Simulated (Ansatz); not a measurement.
# I (fcc type): how the settings move a single-point run

Aim: see which settings change the result for I (fcc type), by how much, and at what cost.

Method: reference: DFT, PBEsol, all-electron PAW with datasets made for the crystal, scalar-relativistic, in Ansatz 0.2.0.

### Step 1. Starting point

Symmetry: Fm-3m, No. 225, cubic system. The conventional cell has a = 3.706 Å, b = 3.706 Å, c = 3.706 Å, α = 90.00°, β = 90.00°, γ = 90.00°. I (site symmetry m-3m) has 12 I at 2.62 Å in its first shell of neighbours.

Structure file:

```
I
1.0
     0.00000    1.85300    1.85300
     1.85300    0.00000    1.85300
     1.85300    1.85300    0.00000
I
1
Direct
  0.00000 0.00000 0.00000
```

### Step 2. Reference

The input, input.yaml:

```yaml
crystal:
  lattice:
    - [0.0, 1.8529978911, 1.8529978911]
    - [1.8529978911, 0.0, 1.8529978911]
    - [1.8529978911, 1.8529978911, 0.0]
  atoms:
    - { symbol: I, position: [0.0, 0.0, 0.0] }
kpoints:
  mp_grid: { grid: [14, 14, 14] }
scf:
  occupations: { method: fermi_dirac, width: 0.05 }
hamiltonian:
  xc: pbesol
  pseudopotentials: { kind: all_electron, datasets: crystal }
output:
  forces: true
  stress: true
  eigenvalues: true
```

Started as:

```console
ansatz run input.yaml --threads 1 --pin off --max-ram 2048MiB --backend cpu --events-out ev --progress --plain --runs-dir out
```

### Step 3. Changed: mixing.algorithm msr1, mixing.beta 0.2, mixing.ndim 4

input.yaml, as its differences from that of step 2:

```diff
@@ -11,2 +11,3 @@
   occupations: { method: fermi_dirac, width: 0.05 }
+  mixing: { algorithm: msr1, beta: 0.2, ndim: 4 }
 hamiltonian:
```

What does the calculation give? Wanted: for each run, ending; energy change; pressure; gap; force.

As calculated:

| run | ending | energy change | pressure (GPa) | gap (eV) | force (eV/Å) | cycles | time |
| --- | --- | --- | --- | --- | --- | --- | --- |
| reference | converged | 0 | 290.2 | 0.00 | 0.00 | 7 | 5 s |
| 1: mixing.algorithm msr1, mixing.beta 0.2, mixing.ndim 4 | converged | 0.0 meV/atom | 290.2 | 0.00 | 0.00 | 7 | 5.3 s |

Residual by cycle in the longest SCF loop of each run; runs are numbered as in the table. The quantity is the density residual dr2, in eV.

| cycle | reference | run 1 |
| --- | --- | --- |
| 1 | 0.0161 | 0.0161 |
| 2 | 0.00346 | 0.00901 |
| 3 | 4.9e-4 | 8.0e-4 |
| 4 | 3.0e-5 | 2.3e-4 |
| 5 | 8.4e-7 | 4.0e-6 |
| 6 | 1.1e-8 | 2.4e-7 |
| 7 | 3.4e-10 | 1.4e-9 |

What this shows: Energy and cycle count are those of the reference, so the change (mixing) left the result and the number of cycles as they were. The structure is not at rest: the sound run finds 290 GPa, so these are no properties of the relaxed crystal. 
